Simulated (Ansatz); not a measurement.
A first try at a check of PAW against all-electron LAPW of Ta, space group P6_3/mmc, using Ansatz 0.2.0 through its Python package.

`ta.xyz`
```text
2
Lattice="2.90037207 0.0 0.0 -1.45018604 2.5117959 0.0 0.0 0.0 5.166274" Properties=species:S:1:pos:R:3 pbc="T T T"
Ta    1.45018605    0.83726529    3.87470550
Ta   -0.00000001    1.67453061    1.29156850
```

The script, `paw_lapw_ta.py`:
```python
"""Checking the PAW result for Ta with LAPW."""

import ansatz as az
import numpy as np
import pandas as pd


def count_gap(report):
    # lowest empty less highest filled band, counting bands; zero where they overlap
    return max(report.get("gap_by_band_count_ev") or 0.0, 0.0)

ta = az.Crystal.from_extxyz("ta.xyz")

base = (
    ta.calculation()
    .functional("LDA")
    .kpoints(13, 13, 7)
    .occupations("fermi_dirac", width=0.05)
    .stress()
    .forces()
    .band_table()
)
variants = {
    "PAW": base.pseudopotentials("paw"),
    "LAPW": base.pseudopotentials("all_electron", lapw=True),
}
# totals differ by the cores that each treatment holds, so compare what does not depend on them
row = []
for label, variant in variants.items():
    data = variant.run(threads=1).report
    levels = np.array(data["eigenvalues_ev"][0]) - data["fermi_energy_ev"]
    print(label, "levels at the first k-point near E_F:", np.round(levels[np.abs(levels) < 5], 3))
    rows.append((label, data["n_electrons"], np.trace(data["stress_gpa"]) / 3, count_gap(data)))
print(pd.DataFrame(rows, columns=["treatment", "electrons in bands", "P GPa", "gap by band count eV"]).round(4).to_string(index=False))
```

```console
$ python paw_lapw_ta.py
DeckWarning: basis.ecutwfc = 420 eV, auto-derived from the records' recommended cutoffs: set by Ta (normal level)
PAW levels at the first k-point near E_F: [-4.851 -0.558  0.031  0.588  0.588  1.144  1.144  2.923]
Traceback (most recent call last):
  File "paw_lapw_ta.py", line 33, in <module>
    rows.append((label, data["n_electrons"], np.trace(data["stress_gpa"]) / 3, count_gap(data)))
    ^^^^
NameError: name 'rows' is not defined. Did you mean: 'row'?
$ echo $?
1
```
(Warnings from the package without file and line.)

What is wrong, and how is it mended?

The fault: a variable's name is misspelt. Mended:

```diff
--- before
+++ after
@@ -27,3 +27,3 @@
 # totals differ by the cores that each treatment holds, so compare what does not depend on them
-row = []
+rows = []
 for label, variant in variants.items():
```

The mended script runs so:

```console
$ python paw_lapw_ta.py
DeckWarning: basis.ecutwfc = 420 eV, auto-derived from the records' recommended cutoffs: set by Ta (normal level)
PAW levels at the first k-point near E_F: [-4.851 -0.558  0.031  0.588  0.588  1.144  1.144  2.923]
LAPW levels at the first k-point near E_F: [-4.85  -0.561  0.038  0.584  0.584  1.14   1.14   2.919  2.919]
treatment  electrons in bands    P GPa  gap by band count eV
      PAW                26.0 -11.8134                   0.0
     LAPW                86.0 -11.8414                   0.0
```
(Warnings from the package without file and line.)

Reading the output:
- Absolute energies stand on the zero of these potentials, so only differences at equal settings mean something. A total without «per atom» is that of the cell as typed.
- The computed bands are complete only to about 2.0 eV above the Fermi level.
- A gap by band count of zero or less means overlapping bands, a metal.
- At these settings the cell as given stands under about -12 GPa, so it isn't at this functional's equilibrium volume.
- This isn't the structure that Ta takes at ambient conditions.
- Levels are Kohn-Sham eigenvalues on this mesh, without spin-orbit coupling.
- Pressure is positive in compression; the treatments may keep other shells as core, so totals and counts of electrons can differ.
- It ran for 51 s on 1 thread of Arm Neoverse V2, on a shared host, peak memory 0.76 GiB.
